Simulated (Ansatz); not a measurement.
# Ga2PN: the cost of one run

Program: Ansatz 0.2.0. Level of theory: reference: DFT, HSE06, plane waves, PAW. These are calculated values, not measurements.

2 further runs of the same task are left out: 2 that didn't finish.

### 1 The starting structure

It takes space group R-3m (No. 166, trigonal). The conventional cell has a = 3.253 Å, b = 3.253 Å, c = 16.940 Å, α = 90.00°, β = 90.00°, γ = 120.00°. Around N (site symmetry -3m) lie 6 Ga at 2.22 Å. P (site symmetry -3m) is surrounded by 6 Ga at 2.49 Å. Around Ga (site symmetry 3m) lie 3 N at 2.22 Å and 3 P at 2.49 Å.

As a file:

```cif
data_structure
_symmetry_space_group_name_H-M 'P 1'
_symmetry_Int_Tables_number 1
_cell_length_a 5.9507
_cell_length_b 5.9507
_cell_length_c 5.9507
_cell_angle_alpha 31.720
_cell_angle_beta 31.720
_cell_angle_gamma 31.720
_cell_volume 51.73
loop_
_atom_site_label
_atom_site_type_symbol
_atom_site_fract_x
_atom_site_fract_y
_atom_site_fract_z
_atom_site_occupancy
N1 N 0.00000 0.00000 0.00000 1
P1 P 0.50000 0.50000 0.50000 1
Ga1 Ga 0.26297 0.26297 0.26297 1
Ga2 Ga 0.73703 0.73703 0.73703 1
```

### 2 The reference run

Input file input.yaml:

```yaml
crystal:
  lattice:
    - [1.6262522751, 0.9389171887, 5.6465979936]
    - [-1.6262522751, 0.9389171887, 5.6465979936]
    - [0.0, -1.8778343777, 5.6465979936]
  atoms:
    - { symbol: "N", position: [1.0, 0.0, 0.0] }
    - { symbol: P, position: [0.5, 0.5, 0.5] }
    - { symbol: Ga, position: [0.2629671295, 0.2629671295, 0.2629671295] }
    - { symbol: Ga, position: [0.7370328705, 0.7370328705, 0.7370328705] }
kpoints:
  mp_grid: { grid: [4, 4, 4] }
hamiltonian:
  xc: hse06
scf:
  occupations: { method: fermi_dirac, width: 0.02 }
  n_extra_bands: 5
output:
  forces: true
  stress: true
  eigenvalues: true
```

Run with:

```sh
$ ansatz run input.yaml --threads 4 --pin off --max-ram 3686MiB --backend cpu --events-out ev --progress --plain --runs-dir out
```

Q: Estimate wall time and peak memory on 4 threads of an x86-64 CPU, shared host.

About 31 s, with a peak of 0.94 GiB.
